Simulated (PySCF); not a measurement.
**C2H8B2ClN: electronic excitations and core binding energies**

Aim: predict the electronic excitations and core binding energies of C2H8B2ClN (`CCB(Cl)BN`).

Programs: PySCF 2.14.0, with density-fitted response routines of our own. Each step states its level of theory. These are calculated values for one molecule in the gas phase, unless marked as measured. Atoms are numbered from 0 throughout.

## Step 1: Starting geometry

14 atoms, charge 0, multiplicity 1; geometry from: GFN2-xTB.

Bonds of the start (Å): C0–C1 1.53, C1–B2 1.59, B2–Cl3 1.73, B2–B4 1.67, B4–N5 1.38, C0–H6 1.09, C0–H7 1.09, C0–H8 1.09, C1–H9 1.10, C1–H10 1.09, B4–H11 1.18, N5–H12 1.01, N5–H13 1.01.

## Step 2: TDDFT and polarisability: PBE0/def2-SVPD

Job settings and geometry (Å):

```
{"job": {"kind": "uv", "xc": "PBE0", "basis": "def2-SVPD", "nstates": 8, "ntriplets": 3}, "charge": 0, "multiplicity": 1}
C      1.420196     1.057160     0.295181
C      1.368645    -0.471842     0.276220
B     -0.089321    -1.114134     0.225865
Cl    -0.111406    -2.840302     0.138026
B     -1.513957    -0.242837     0.315373
N     -2.216516     0.192902    -0.793640
H      2.448021     1.412010     0.345793
H      0.960947     1.465942    -0.601530
H      0.879132     1.443927     1.155000
H      1.891276    -0.846240     1.162963
H      1.962056    -0.831684    -0.570706
H     -1.988375     0.044099     1.357803
H     -1.935284     0.015103    -1.743844
H     -3.076092     0.715424    -0.744594
```

Method: TDDFT PBE0/def2-SVPD, vertical, gas phase, core orbitals frozen in the response.

Command:

```
$ OMP_NUM_THREADS=1 python probes_run.py task.json out
```

One launch serves the whole session: the jobs run in the order shown.

The program printed:

```text
coarse grid: 11992 points
cycle   1  E = -644.9902231626  dE =  4.244e-01  |g| = 4.306e-01  |ddm| = 5.346e+00
cycle   2  E = -644.9866556689  dE =  3.567e-03  |g| = 4.695e-01  |ddm| = 1.341e+00
cycle   3  E = -645.0404221293  dE = -5.377e-02  |g| = 6.191e-02  |ddm| = 5.342e-01
cycle   4  E = -645.0413152617  dE = -8.931e-04  |g| = 2.154e-02  |ddm| = 1.218e-01
cycle   5  E = -645.0414160780  dE = -1.008e-04  |g| = 6.781e-03  |ddm| = 2.976e-02
cycle   6  E = -645.0414271419  dE = -1.106e-05  |g| = 1.447e-03  |ddm| = 1.103e-02
cycle   7  E = -645.0414276709  dE = -5.290e-07  |g| = 3.348e-04  |ddm| = 3.100e-03
final grid: 110552 points
cycle   8  E = -645.1084235011  dE = -3.393e-05  |g| = 7.834e-03  |ddm| = 1.027e-01
cycle   9  E = -645.1084160619  dE =  7.439e-06  |g| = 9.801e-03  |ddm| = 2.013e-02
cycle  10  E = -645.1084384619  dE = -2.240e-05  |g| = 9.914e-04  |ddm| = 9.632e-03
cycle  11  E = -645.1084387102  dE = -2.482e-07  |g| = 1.888e-04  |ddm| = 1.635e-03
cycle  12  E = -645.1084387177  dE = -7.543e-09  |g| = 6.966e-05  |ddm| = 3.676e-04
cycle  13  E = -645.1084387190  dE = -1.265e-09  |g| = 1.544e-05  |ddm| = 1.487e-04
cycle  14  E = -645.1084387190  dE = -6.185e-11  |g| = 4.830e-06  |ddm| = 3.877e-05
converged SCF energy = -645.1084387190

Static polarisability (au): isotropic 74.972, principal 63.645 78.064 83.207

Singlet excitations
state   eV       nm        f      main configurations
  1   4.6431    267.0   0.00322   H->L 0.98
  2   5.9058    209.9   0.00404   H->L+1 0.96
  3   6.3106    196.5   0.00532   H-1->L 0.98
  4   6.5173    190.2   0.01390   H-2->L 0.91
  5   6.8020    182.3   0.01690   H->L+2 0.97
  6   7.1197    174.1   0.06811   H-3->L 0.74, H-4->L 0.16
  7   7.1440    173.6   0.02351   H-4->L 0.77, H-3->L 0.17
  8   7.3588    168.5   0.03654   H->L+3 0.96

Triplet excitations (Tamm-Dancoff, eV): 4.0383 5.2684 5.8655
```

Wall time 34 s (1 thread of Arm Neoverse V1, shared host); peak memory 0.72 GiB.

Frontier orbitals and where they lie:

| orbital | eV | atoms |
| --- | --- | --- |
| HOMO−3 | -9.32 | Cl3 46 %, C1 14 %, C0 11 % |
| HOMO−2 | -9.07 | Cl3 31 %, B4 14 %, B2 12 % |
| HOMO−1 | -8.75 | N5 63 %, B4 16 %, H13 6 % |
| HOMO | -7.41 | Cl3 32 %, B2 22 %, B4 18 % |
| LUMO | -1.08 | B2 43 %, Cl3 18 %, B4 11 % |
| LUMO+1 | -0.02 | B4 37 %, N5 19 %, Cl3 10 % |
| LUMO+2 | 0.45 | B2 30 %, B4 18 %, Cl3 10 % |

With each of the 8 states as a Gaussian band of 0.4 eV half-width at 1/e, the curve within the window shown has maxima at 267 nm (ε 130), 174 nm (ε 5,200) L/(mol cm). Beyond the last state computed it falls off for lack of states. The curve at chosen wavelengths:

(nm, ε (L/mol/cm)): (162, 1480), (168, 3998), (174, 5180), (179, 4225), (185, 2517), (191, 1457), (197, 885), (202, 582), (208, 354), (214, 217), (220, 122), (225, 69), (231, 33), (237, 25), (243, 37), (248, 59), (254, 91), (260, 118), (266, 130), (271, 127), (277, 110), (283, 85), (289, 60), (294, 42), (300, 26), (306, 15)

Leading natural transition orbitals of singlet state 6: the hole lies on Cl3 43 %; H9 16 %; H7 12 %; the particle on B2 55 %; Cl3 14 %.

Leading natural transition orbitals of singlet state 1: the hole lies on Cl3 32 %; B2, B4 about 19 % each; C1 14 %; the particle on B2 58 %; Cl3 14 %.

Further results of this job:

| property | computed |
| --- | --- |
| dipole moment (D) | 2.32 |
| polarisability (Å³) | 11.11 |
| HOMO–LUMO gap (eV) | 6.33 |
| −ε(HOMO) (eV) | 7.41 |

The fields below are evaluated on a grid from the run's orbitals.

Frontier orbitals at PBE0/def2-SVPD, with the share of their density that lies nearest to each atom:

| orbital | energy (eV) | lies on |
| --- | --- | --- |
| HOMO | -7.41 | Cl3 32 %; B2, B4 about 19 % each; C1 12 % |
| LUMO | -1.08 | B2 53 %; Cl3 13 % |

ELF in a plane through or near 7 of the atoms.

Ten even steps from '0' (0.00) to '9' (1.00):
```
0000000000000000000000000000
0000000000000000000000000000
0000000000024444320000000000
0000000000268888864000000000
0000000000379462985100000000
0000000000158281874000000000
0000000010004887520000000000
0000001245445214410011000000
0000000267239326954676510000
0000000035117669648887410000
0000001237984014487278730000
0000179996635101588799981000
0000299998478500366689970000
0000069984356300033123200000
0000001210011000000000000000
0000000000000000000000000000
0000000000000000000000000000
0000000000000000000000000000
0000000000000000000000000000
0000000000000000000000000000
```
The map spans 11.4 Å across and 10.9 Å up, centred on the molecule. Atoms in the plane (x, y in Å): C0 (-1.5, -1.0), C1 (-1.4, 0.6), B2 (0.1, 1.1), Cl3 (0.3, 2.8), N5 (2.3, -0.4), H6 (-2.5, -1.3), H13 (3.1, -0.9).

On the surface of density 0.002 e/bohr³ the electrostatic potential runs, from the 1st to the 99th percentile, from -0.70 V near Cl3 to 1.84 V near H12.

## Step 3: X-ray photoelectron lines: SCAN, X2C

Settings changed since step 2:

```diff
@@ -1,2 +1,2 @@
-{"job": {"kind": "uv", "xc": "PBE0", "basis": "def2-SVPD", "nstates": 8, "ntriplets": 3}, "charge": 0, "multiplicity": 1}
+{"job": {"kind": "xps"}, "charge": 0, "multiplicity": 1}
 C      1.420196     1.057160     0.295181
```

Method: delta-SCF UKS SCAN, pcX-2 on the ionised atom, pcseg-1 elsewhere, spin-free X2C.

The program printed:

```text
ground state, core basis on atom 0 (C), 159 functions
  cycle   1  E = -646.90540795  |g| = 5.70e-01
  cycle   2  E = -646.85330014  |g| = 7.31e-01
  cycle   3  E = -646.98900235  |g| = 9.53e-02
  cycle   4  E = -646.99147438  |g| = 3.16e-02
  cycle   5  E = -646.99168951  |g| = 1.33e-02
  cycle   6  E = -646.99173128  |g| = 3.26e-03
  cycle   7  E = -646.99173243  |g| = 1.11e-03
  cycle   8  E = -646.99173295  |g| = 3.98e-04
  E(ground) = -647.00693186 Eh
hole in C 1s of atom 0
  cycle   1  E = -635.76378705  |g| = 1.50e+00
  cycle   2  E = -635.20466833  |g| = 1.74e+00
  cycle   3  E = -636.28122488  |g| = 3.12e-01
  cycle   4  E = -636.31434273  |g| = 1.17e-01
  cycle   5  E = -636.32014394  |g| = 6.00e-02
  cycle   6  E = -636.32196524  |g| = 1.44e-02
  cycle   7  E = -636.32205253  |g| = 7.59e-03
  cycle   8  E = -636.32208512  |g| = 2.93e-03
  cycle   9  E = -636.32208841  |g| = 7.73e-04
  cycle  10  E = -636.32209061  |g| = 3.43e-04
  E(ion) = -636.33588567 Eh   <S^2> = 0.7668   hole on atom = 1.000   binding energy = 290.374 eV
ground state, core basis on atom 1 (C), 159 functions
  cycle   1  E = -646.99110054  |g| = 5.98e-02
  cycle   2  E = -646.99102057  |g| = 2.88e-02
  cycle   3  E = -646.99111434  |g| = 2.13e-02
  cycle   4  E = -646.99122455  |g| = 1.31e-03
  cycle   5  E = -646.99122457  |g| = 2.64e-04
  E(ground) = -647.00696831 Eh
hole in C 1s of atom 1
  cycle   1  E = -635.76775645  |g| = 1.51e+00
  cycle   2  E = -635.06046537  |g| = 1.84e+00
  cycle   3  E = -636.27437486  |g| = 3.65e-01
  cycle   4  E = -636.31010000  |g| = 2.14e-01
  cycle   5  E = -636.33586473  |g| = 5.93e-02
  cycle   6  E = -636.33744908  |g| = 2.01e-02
  cycle   7  E = -636.33761990  |g| = 1.03e-02
  cycle   8  E = -636.33767319  |g| = 2.87e-03
  cycle   9  E = -636.33767737  |g| = 8.03e-04
  cycle  10  E = -636.33767917  |g| = 4.41e-04
  E(ion) = -636.35101581 Eh   <S^2> = 0.7662   hole on atom = 1.000   binding energy = 289.963 eV
ground state, core basis on atom 2 (B), 159 functions
  cycle   1  E = -646.98484216  |g| = 5.24e-02
  cycle   2  E = -646.98447759  |g| = 4.63e-02
  cycle   3  E = -646.98500181  |g| = 1.93e-02
  cycle   4  E = -646.98511166  |g| = 4.74e-03
  cycle   5  E = -646.98511568  |g| = 7.95e-04
  cycle   6  E = -646.98511671  |g| = 2.06e-04
  E(ground) = -647.00216655 Eh
hole in B 1s of atom 2
  cycle   1  E = -639.35882291  |g| = 1.17e+00
  cycle   2  E = -636.97842593  |g| = 2.16e+00
  cycle   3  E = -639.54746297  |g| = 6.72e-01
  cycle   4  E = -639.74212455  |g| = 2.72e-01
  cycle   5  E = -639.76957324  |g| = 1.31e-01
  cycle   6  E = -639.77844352  |g| = 2.99e-02
  cycle   7  E = -639.77894965  |g| = 1.44e-02
  cycle   8  E = -639.77907437  |g| = 6.73e-03
  cycle   9  E = -639.77910800  |g| = 2.96e-03
  cycle  10  E = -639.77911583  |g| = 1.27e-03
  cycle  11  E = -639.77911860  |g| = 7.72e-04
  cycle  12  E = -639.77911858  |g| = 2.09e-04
  E(ion) = -639.79399333 Eh   <S^2> = 0.7869   hole on atom = 1.000   binding energy = 196.144 eV
ground state, core basis on atom 3 (Cl), 170 functions
  cycle   1  E = -647.17786920  |g| = 4.86e-01
  cycle   2  E = -647.17802064  |g| = 5.25e-02
  cycle   3  E = -647.17793159  |g| = 4.48e-02
  cycle   4  E = -647.17818302  |g| = 1.19e-02
  cycle   5  E = -647.17821586  |g| = 2.37e-03
  cycle   6  E = -647.17821892  |g| = 4.43e-04
  E(ground) = -647.17683444 Eh
hole in Cl 1s of atom 3
  cycle   1  E = -541.98712756  |g| = 5.47e+00
  cycle   2  E = -542.43109690  |g| = 2.17e+00
  cycle   3  E = -542.93897726  |g| = 7.74e-01
  cycle   4  E = -543.18868767  |g| = 2.78e-01
  cycle   5  E = -543.22061162  |g| = 1.32e-01
  cycle   6  E = -543.22777473  |g| = 4.65e-02
  cycle   7  E = -543.22857045  |g| = 2.43e-02
  cycle   8  E = -543.22888669  |g| = 3.73e-03
  cycle   9  E = -543.22889098  |g| = 1.45e-03
  cycle  10  E = -543.22889292  |g| = 2.36e-04
  E(ion) = -543.23564848 Eh   <S^2> = 0.7520   hole on atom = 1.000   binding energy = 2828.384 eV
hole in Cl 2p of atom 3
  cycle   1  E = -639.12302138  |g| = 1.71e+00
  cycle   2  E = -639.09683796  |g| = 1.28e+00
  cycle   3  E = -639.54013195  |g| = 2.77e-01
  cycle   4  E = -639.57331031  |g| = 1.54e-01
  cycle   5  E = -639.58392482  |g| = 5.75e-02
  cycle   6  E = -639.58529146  |g| = 2.50e-02
  cycle   7  E = -639.58561836  |g| = 5.39e-03
  cycle   8  E = -639.58563019  |g| = 1.78e-03
  cycle   9  E = -639.58563246  |g| = 2.33e-04
  E(ion) = -639.59242859 Eh   <S^2> = 0.7516   hole on atom = 1.001   binding energy = 206.382 eV
  2p3/2 = 205.795 eV   2p1/2 = 207.449 eV
ground state, core basis on atom 4 (B), 159 functions
  cycle   1  E = -646.98554727  |g| = 4.94e-02
  cycle   2  E = -646.98553223  |g| = 2.56e-02
  cycle   3  E = -646.98563295  |g| = 1.61e-02
  cycle   4  E = -646.98569562  |g| = 5.97e-03
  cycle   5  E = -646.98570456  |g| = 5.33e-04
  cycle   6  E = -646.98570336  |g| = 1.70e-04
  E(ground) = -647.00185393 Eh
hole in B 1s of atom 4
  cycle   1  E = -639.40607160  |g| = 1.17e+00
  cycle   2  E = -637.54736519  |g| = 1.86e+00
  cycle   3  E = -639.61343793  |g| = 5.47e-01
  cycle   4  E = -639.74956270  |g| = 3.59e-01
  cycle   5  E = -639.80265978  |g| = 1.56e-01
  cycle   6  E = -639.81392855  |g| = 4.37e-02
  cycle   7  E = -639.81500210  |g| = 1.62e-02
  cycle   8  E = -639.81519985  |g| = 8.10e-03
  cycle   9  E = -639.81528084  |g| = 5.19e-03
  cycle  10  E = -639.81532559  |g| = 3.36e-03
  cycle  11  E = -639.81535822  |g| = 1.69e-03
  cycle  12  E = -639.81536724  |g| = 6.45e-04
  cycle  13  E = -639.81536749  |g| = 3.10e-04
  E(ion) = -639.83080148 Eh   <S^2> = 0.8128   hole on atom = 1.000   binding energy = 195.134 eV
ground state, core basis on atom 5 (N), 159 functions
  cycle   1  E = -647.00441099  |g| = 7.20e-02
  cycle   2  E = -647.00441238  |g| = 8.03e-03
  cycle   3  E = -647.00440255  |g| = 1.08e-02
  cycle   4  E = -647.00442618  |g| = 1.92e-03
  cycle   5  E = -647.00442847  |g| = 2.04e-04
  E(ground) = -647.01801410 Eh
hole in N 1s of atom 5
  cycle   1  E = -631.40833735  |g| = 1.86e+00
  cycle   2  E = -630.16450164  |g| = 2.20e+00
  cycle   3  E = -631.97188416  |g| = 5.01e-01
  cycle   4  E = -632.08085044  |g| = 1.97e-01
  cycle   5  E = -632.10175843  |g| = 8.28e-02
  cycle   6  E = -632.10523762  |g| = 2.63e-02
  cycle   7  E = -632.10565260  |g| = 8.42e-03
  cycle   8  E = -632.10568797  |g| = 3.72e-03
  cycle   9  E = -632.10569759  |g| = 1.25e-03
  cycle  10  E = -632.10569985  |g| = 4.06e-04
  E(ion) = -632.11800017 Eh   <S^2> = 0.7639   hole on atom = 1.000   binding energy = 405.450 eV
```

Run time: 83 s. Hardware: 1 thread of Arm Neoverse V1, shared host; peak memory 0.63 GiB.

Binding energies by hole, beside the orbital energy of the ground state; the difference holds orbital relaxation and, for a density functional, its self-interaction error:

| hole | stands for | environment | ΔSCF (eV; 2p as the shell's mean) | −ε (eV) | ⟨S²⟩ |
| --- | --- | --- | --- | --- | --- |
| C1s on C0 | C0 | methyl carbon | 290.37 | 273.2 | 0.767 |
| C1s on C1 | C1 | sp3 CH2 bonded to B | 289.96 | 273.0 | 0.766 |
| B1s on B2 | B2 | boron bonded to C, B, Cl | 196.14 | 180.6 | 0.787 |
| Cl1s on Cl3 | Cl3 | chlorine bonded to B | 2828.38 | 2763.3 | 0.752 |
| Cl2p on Cl3 | Cl3 | chlorine bonded to B | 206.35 | 193.2 | 0.752 |
| B1s on B4 | B4 | boron bonded to B, N, H | 195.13 | 179.3 | 0.813 |
| N1s on N5 | N5 | nitrogen bonded to B, 2 H | 405.45 | 386.2 | 0.764 |

With the spin-orbit splitting: Cl3 2p3/2 205.80, 2p1/2 207.45 eV. The table gives each 2p level as the mean over the whole 2p shell (two parts 2p3/2, one part 2p1/2), which differs a little from the single hole in the log.

## Step 4: Outcome

| quantity | value |
| --- | --- |
| lowest singlet (PBE0/def2-SVPD) | 4.64 eV (267 nm), f = 0.003 |
| brightest single state of those computed | state 6, 7.12 eV, f = 0.068 |
| lowest triplet | 4.04 eV |
| surface potential, 1st and 99th percentile | -0.70 V and 1.84 V |
| C1s binding energies, SCAN/pcX-2 | C0 290.37, C1 289.96 eV |
| B1s binding energies, SCAN/pcX-2 | B2 196.14, B4 195.13 eV |
| Cl1s binding energies, SCAN/pcX-2 | Cl3 2828.38 eV |
| Cl2p binding energies, SCAN/pcX-2 | Cl3 206.35 eV |
| N1s binding energies, SCAN/pcX-2 | N5 405.45 eV |

What this shows: The lowest singlet, at 4.64 eV, is HOMO→LUMO 0.98 and is weak; of the 8 states computed, the strongest absorption comes from states 6 to 7 together at 7.12 eV. The lowest triplet lies 0.60 eV below the lowest singlet (triplets in Tamm-Dancoff, singlets in full TDDFT). By nearest atom (PBE0/def2-SVPD), the HOMO sits on Cl3 32 %; B2, B4 about 19 % each and the LUMO on B2 53 %; Cl3 13 %. The C1s levels kept as sound span 0.41 eV, from C1 (sp3 CH2 bonded to B) up to C0 (methyl carbon). B2 (boron bonded to C, B, Cl) binds its B1s electron 1.01 eV more tightly than B4 (boron bonded to B, N, H).
